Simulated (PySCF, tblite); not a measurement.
# C₅H₁₂B₂O₂: geometry, infrared bands and NMR shifts

What infrared bands and NMR shifts should C₅H₁₂B₂O₂ (`C/C=C(\B(C)C)B(O)O`) show?

Programs: tblite 0.8.0 and PySCF 2.14.0, with density-fitted response routines of our own. Each step states its level of theory. These are calculated values for one molecule in the gas phase, unless marked as measured. Atoms count from 0, in the outputs and in this text.

### Step 1. The molecule as given

21 atoms, charge 0, multiplicity 1; geometry from: force field or distance geometry start.

Bonds of the start (Å): C0–C1 1.49, C1–C2 1.37, C2–B3 1.61, B3–C4 1.60, B3–C5 1.59, C2–B6 1.58, B6–O7 1.46, B6–O8 1.46, C0–H9 1.11, C0–H10 1.12, C0–H11 1.12, C1–H12 1.09, C4–H13 1.10, C4–H14 1.12, C4–H15 1.11, C5–H16 1.11, C5–H17 1.11, C5–H18 1.12, O7–H19 0.99, O8–H20 0.99.

### Step 2. Geometry optimisation with GFN2-xTB

Job settings and geometry (Å):

```
{"job": {"kind": "relax", "xc": "GFN2-xTB", "basis": "xTB"}, "charge": 0, "multiplicity": 1}
C     -2.163000    -0.779000    -1.277800
C     -0.865700    -1.351900    -0.836900
C      0.168900    -0.641400    -0.298800
B      0.074000     0.943400    -0.055000
C     -1.172300     1.556800     0.739800
C      1.368100     1.850200    -0.205100
B      1.507000    -1.392500     0.061400
O      1.683100    -2.802600    -0.272000
O      2.579400    -0.715600     0.793700
H     -2.007100     0.081800    -1.955500
H     -2.753300    -1.550700    -1.826700
H     -2.774300    -0.465300    -0.396400
H     -0.744700    -2.423800    -0.976900
H     -1.491800     0.865200     1.533500
H     -2.011400     1.748300     0.030900
H     -0.891200     2.529900     1.203500
H      1.074300     2.869800    -0.530700
H      2.056400     1.413400    -0.961500
H      1.895700     1.930800     0.778900
H      2.102000    -2.797500    -1.167100
H      2.357200    -0.852400     1.752800
```

The run is started by

```console
> OMP_NUM_THREADS=1 python probes_run.py task.json out
```

The driver reads the jobs from task.json and runs them one after another.

**Question.** This job is followed by: GFN2-xTB harmonic vibrations, gas phase; GIAO PBE0/pcSseg-1 NMR shielding, non-relativistic, gas phase. Predict these results of the whole session: strongest single infrared mode (GFN2-xTB); zero-point energy (GFN2-xTB); 13C shifts against TMS (PBE0/pcSseg-1, means over atoms taken as alike); 1H shifts against TMS (PBE0/pcSseg-1, means over atoms taken as alike); 11B shifts against BF3·OEt2 (PBE0/pcSseg-1); 17O shifts against H2O (PBE0/pcSseg-1, means over atoms taken as alike).

As calculated:

| quantity | value |
| --- | --- |
| strongest single infrared mode (GFN2-xTB) | 1223 cm⁻¹, 515 km/mol |
| zero-point energy (GFN2-xTB) | 105.8 kcal/mol |
| 13C shifts against TMS (PBE0/pcSseg-1, means over atoms taken as alike) | 157.1, 152.9, 26.0, 17.1 ppm |
| 1H shifts against TMS (PBE0/pcSseg-1, means over atoms taken as alike) | 6.91, 3.59, 1.78, 1.04 ppm |
| 11B shifts against BF3·OEt2 (PBE0/pcSseg-1) | 90.8, 24.3 ppm |
| 17O shifts against H2O (PBE0/pcSseg-1, means over atoms taken as alike) | 118.2 ppm |

In words: Relaxing lowered the energy by 1.572 eV in 196 steps; the close pair that moved most is B6–O7, from 1.460 to 1.352 Å. No mode is imaginary among the 57: a minimum at this level. The strongest single mode, at 1223 cm⁻¹, moves mainly B6. Unscaled tight-binding wavenumbers are off by several per cent, some by more. Its intensities can rank the bands wrongly. The most deshielded hydrogen is H12 (hydrogen on an alkene CH), at 6.91 ppm: olefinic region. At PBE0/pcSseg-1: The largest span, 235 ppm, is at C1, where the paramagnetic term is -221 ppm.
